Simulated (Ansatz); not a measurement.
**C₂H₇InO₂S: taking an electron away**

One table from this session's results is given with a row withheld; the runs are named, their logs left out.

Program: Ansatz 0.2.0, Gaussian basis. Level of theory: unrestricted cation, the program's frozen cores in correlated methods. These are calculated values, not measurements.

Levels to be run: UKS PBE-D4/def2-TZVPP; UKS r2SCAN-D4/def2-TZVPP; UKS PBE0-D4/def2-TZVPP; UKS B3LYP-D4/def2-TZVPP; UKS wB97X-V/def2-TZVPP; UKS wB97M-V/def2-TZVPP; UKS B2PLYP/def2-TZVPP; UHF-CCSD(T)/def2-TZVPP; UHF-MP2/def2-QZVPP; extrapolation to the limit; then −ε(HOMO) from the neutral's earlier runs with LDA (SPW92), PBE-D4, revPBE-D4, BLYP-D4, r2SCAN-D4, B97M-V, PBE0-D4, B3LYP-D4, r2SCANh-D4, r2SCAN0-D4, HSE06-D4, BHLYP-D4, CAM-B3LYP-D4, LC-ωPBE, ωB97X-V, ωB97M-V.

### The relaxed structure

All runs share one geometry, relaxed beforehand with PBE0-D4 in a triple-zeta def2 set. In takes the def2 core potential; no spin-orbit term is included.

13 atoms, charge 0, spin multiplicity 1.

Atoms are counted from 1 here; the program's logs count them from 0.

Bond lengths: C1–O2 1.409 Å, C1–H7 1.097 Å, C1–H8 1.095 Å, C1–H9 1.097 Å, O2–In3 1.966 Å, In3–S4 2.362 Å, In3–O5 1.982 Å, S4–H10 1.345 Å, O5–C6 1.402 Å, C6–H11 1.095 Å, C6–H12 1.099 Å, C6–H13 1.099 Å. Angles: O2–C1–H7 111.7°, O2–C1–H8 108.1°, O2–C1–H9 113.4°, H7–C1–H8 107.8°, H7–C1–H9 107.7°, H8–C1–H9 107.9°, C1–O2–In3 121.1°, O2–In3–S4 123.3°, O2–In3–O5 114.0°, S4–In3–O5 122.8°, In3–S4–H10 92.0°, In3–O5–C6 122.0°, O5–C6–H11 108.4°, O5–C6–H12 113.0°, O5–C6–H13 112.8°, H11–C6–H12 107.3°, H11–C6–H13 107.3°, H12–C6–H13 107.8°.

Geometry (Å):

```xyz
13

C     0.7896   -1.9755    1.8040
O     1.2439   -1.8353    0.4777
In    0.6229   -0.3555   -0.6581
S     1.4249    0.0214   -2.8474
O    -0.7708    0.7747    0.1827
C    -1.3532    1.8595   -0.4886
H     1.3406   -1.3235    2.4932
H     0.9592   -3.0117    2.1147
H    -0.2791   -1.7593    1.9225
H     0.6187    1.0855   -3.0113
H    -2.1236    2.2937    0.1576
H    -1.8420    1.5700   -1.4297
H    -0.6309    2.6559   -0.7173
```

Set-up of the first run:

The input, in.yaml:

```yaml
crystal:
  periodic: [false, false, false]
  atoms:
    - {symbol: C, position_ang: [0.789556, -1.975513, 1.803954]}
    - {symbol: O, position_ang: [1.243881, -1.835269, 0.477737]}
    - {symbol: In, position_ang: [0.622888, -0.355524, -0.658115]}
    - {symbol: S, position_ang: [1.424911, 0.021389, -2.847386]}
    - {symbol: O, position_ang: [-0.770793, 0.774712, 0.182716]}
    - {symbol: C, position_ang: [-1.353154, 1.859548, -0.488617]}
    - {symbol: H, position_ang: [1.340564, -1.323520, 2.493179]}
    - {symbol: H, position_ang: [0.959157, -3.011734, 2.114696]}
    - {symbol: H, position_ang: [-0.279078, -1.759259, 1.922531]}
    - {symbol: H, position_ang: [0.618681, 1.085513, -3.011331]}
    - {symbol: H, position_ang: [-2.123634, 2.293721, 0.157596]}
    - {symbol: H, position_ang: [-1.842037, 1.570004, -1.429701]}
    - {symbol: H, position_ang: [-0.630931, 2.655942, -0.717259]}
basis:
  gaussian: {orbitals: def2-TZVPP}
total_charge: 1
magnetization: {spin_polarized: true, initial_magnetization: 1}
hamiltonian: {xc: pbe, dispersion: d4}
```

The run is started by

```
> ansatz run in.yaml --threads 2 --pin off --events-out ev --progress --plain --max-ram 22528MiB --backend cuda --devices 0, --max-vram 18GiB
```

Among the steps run: Cation, UKS PBE-D4/def2-TZVPP; Cation, UKS r2SCAN-D4/def2-TZVPP; Cation, UKS PBE0-D4/def2-TZVPP; Cation, UKS B3LYP-D4/def2-TZVPP; Cation, UKS wB97X-V/def2-TZVPP; Cation, UKS wB97M-V/def2-TZVPP; Cation, UKS B2PLYP (frozen core)/def2-TZVPP; Cation, UHF-CCSD(T)/def2-TZVPP; Cation, UHF-MP2/def2-QZVPP.

One of the session's tables, all rows but one given; the rest of the session is left out.

For comparison, −ε(HOMO) of the neutral from earlier runs:

```
  functional  −ε(HOMO) (eV)
 LDA (SPW92)           6.23
      PBE-D4           6.07
   revPBE-D4           6.00
     BLYP-D4           5.97
   r2SCAN-D4           6.38
      B97M-V           6.49
     PBE0-D4           7.59
    B3LYP-D4           7.35
  r2SCANh-D4           6.95
  r2SCAN0-D4              ?
    HSE06-D4           7.19
    BHLYP-D4           8.89
CAM-B3LYP-D4           9.01
     LC-ωPBE          10.37
     ωB97X-V          10.04
     ωB97M-V           9.93
```

**Question.** Estimate the row for r2SCAN0-D4.

Worked estimate for «−ε(HOMO) (eV)». Against the share of exact exchange, r2SCAN-D4 (0, 6.38), r2SCANh-D4 (0.1, 6.95) give a slope of 5.70 per unit share; at 0.25 the line stands at 7.80.

The run gave: −ε(HOMO) (eV): 7.82. In «−ε(HOMO) (eV)» the line misses by -0.02.
